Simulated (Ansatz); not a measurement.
# Cd4Se: the cost of one run

Method: DFT PBE, scalar-relativistic, plane waves, PAW, unless a step names another level, in Ansatz 0.2.0.

3 further runs of the same task are left out: 2 that didn't finish, 1 set aside as unsound or not needed.

## (1) The system as given

It takes space group P-4m2 (No. 115, tetragonal). The conventional cell has a = 4.240 Å, b = 4.240 Å, c = 7.845 Å, α = 90.00°, β = 90.00°, γ = 90.00°. Around Cd (site symmetry 2mm) lie 2 Se at 2.71 Å and 4 Cd at 3.08 Å. Cd (site symmetry -4m2) has 8 Cd at 3.00 to 3.08 Å as nearest neighbours. Around Se (site symmetry -4m2) lie 4 Cd at 2.71 Å.

Structure file:

```xyz
5
Lattice="4.2395 0.0000 0.0000 0.0000 4.2395 0.0000 0.0000 0.0000 7.8446" Properties=species:S:1:pos:R:3 pbc="T T T"
Cd    2.1198    0.0000    6.1500
Cd    0.0000    2.1198    1.6946
Cd    0.0000    0.0000    3.9223
Cd    2.1198    2.1198    3.9223
Se    0.0000    0.0000    0.0000
```

It came out lowest among 24 distinct ends of the trial cells. At a tolerance of 0.05 Å it has space group P-4m2 (No. 115).

## (2) Tight relaxation for the response runs, on the response runs' mesh and smearing

Contents of input.yaml:

```yaml
crystal:
  lattice:
    - [4.239534296, 0.0, 0.0]
    - [0.0, 4.239534296, 0.0]
    - [0.0, 0.0, 7.8446135152]
  atoms:
    - { symbol: Cd, position: [0.5, 0.0, 0.7839837964] }
    - { symbol: Cd, position: [0.0, 0.5, 0.2160162036] }
    - { symbol: Cd, position: [0.0, 0.0, 0.5] }
    - { symbol: Cd, position: [0.5, 0.5, 0.5] }
    - { symbol: Se, position: [0.0, 0.0, 0.0] }
basis:
  ecutwfc: 420
kpoints:
  mp_grid: { grid: [8, 8, 4] }
hamiltonian:
  xc: pbe
scf:
  occupations: { method: gaussian, width: 0.1 }
output:
  forces: true
  stress: true
  eigenvalues: true
relax:
  adjacent_minimum: "off"
  f_tol: 0.001
  max_steps: 60
  cell: { stress_tol: 0.01 }
```

Started as:

```bash
> ansatz run input.yaml --threads 3 --pin off --max-ram 7680MiB --backend cpu --events-out ev --progress --plain --runs-dir out
```

**Question.** How long does this run take on 3 threads of Arm Neoverse V1, shared host, and how much memory does it need?

About 27 s, with a peak of 0.58 GiB.
